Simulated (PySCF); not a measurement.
# H6NNdO3 (Nd(OH)3(NH3)+): the cost of one run

Program: PySCF 2.14.0. Level of theory: several levels, as the steps say, no spin–orbit coupling. These are calculated values, not measurements.

1 further run of the same task is left out (for a known fault of the program).

## (1) Where the work starts

11 atoms, charge 1, spin multiplicity 1.

Bond lengths: Nd1–O2 2.005 Å, Nd1–O4 2.006 Å, Nd1–O6 2.006 Å, Nd1–N8 2.501 Å, O2–H3 0.964 Å, O4–H5 0.964 Å, O6–H7 0.964 Å, N8–H9 1.026 Å, N8–H10 1.026 Å, N8–H11 1.026 Å. Angles: O2–Nd1–O4 113.7°, O2–Nd1–O6 113.2°, O2–Nd1–N8 105.0°, O4–Nd1–O6 113.6°, O4–Nd1–N8 105.1°, O6–Nd1–N8 105.1°, Nd1–O2–H3 168.7°, Nd1–O4–H5 168.4°, Nd1–O6–H7 168.7°, Nd1–N8–H9 113.4°, Nd1–N8–H10 113.4°, Nd1–N8–H11 113.4°, H9–N8–H10 105.3°, H9–N8–H11 105.3°, H10–N8–H11 105.3°.

As a file:

```tsv
atom	x (Å)	y (Å)	z (Å)
Nd1	0.0490	-0.0908	0.1443
O2	1.1756	1.1812	1.2095
H3	1.7875	1.6352	1.7996
O4	-1.2751	-1.1141	1.2499
H5	-1.7524	-1.6866	1.8606
O6	1.1197	-1.2464	-1.0970
H7	1.7061	-1.8740	-1.5343
N8	-1.3337	1.3627	-1.3501
H9	-1.9504	2.0032	-0.8379
H10	-0.7748	1.9621	-1.9675
H11	-1.9525	0.8340	-1.9748
```

Formal oxidation states: Nd +4. Each metal's 2 4f electrons lie in its core potential, so multiplicities, spins and levels count the valence alone. An earlier session relaxed this geometry at PBE0, Nd lcecp-2-SVP with ECP48, O def2-SVP, H def2-SVP, N def2-SVP (singlet, point group C3v).

At PBE0 on the finer grid: E = -323.477528 Eh, frontier levels not given, since the 4f levels lie in the core, Mulliken charge on Nd1 +1.47 e, largest force component 0.021 eV/Å. 

Levels to run: HF; BLYP; PBE0, TZVP. Hardware: 2 threads of Intel Xeon Platinum 8488C (Sapphire Rapids), shared host.

## (2) HF

File run.py (the lines that set the calculation):

```python
mol = gto.M(atom='''
Nd     0.04896    -0.09076     0.14429
O      1.17559     1.18121     1.20951
H      1.78754     1.63515     1.79963
O     -1.27510    -1.11407     1.24992
H     -1.75236    -1.68662     1.86065
O      1.11968    -1.24639    -1.09701
H      1.70605    -1.87403    -1.53432
N     -1.33365     1.36273    -1.35007
H     -1.95036     2.00315    -0.83790
H     -0.77477     1.96211    -1.96749
H     -1.95245     0.83396    -1.97479''',
    basis={'Nd': 'lcecp-2-SVP', 'O': 'def2-SVP', 'H': 'def2-SVP', 'N': 'def2-SVP'},
    ecp={'Nd': 'lcecp-2-SVP'},
    charge=1, spin=0)
mf = scf.RHF(mol)
mf = mf.density_fit()  # fitting sets: Nd AutoAux, O def2-universal-JKFIT, H def2-universal-JKFIT, N def2-universal-JKFIT
mf.conv_tol = 1e-08; mf.max_cycle = 55
mf.kernel(dm0)  # dm0: the density of the relaxed state
```

Command:

```
OMP_NUM_THREADS=2 python run.py
```

**Question.** How long does this run take on 2 threads of Intel Xeon Platinum 8488C (Sapphire Rapids), shared host?

About 4.7 s.
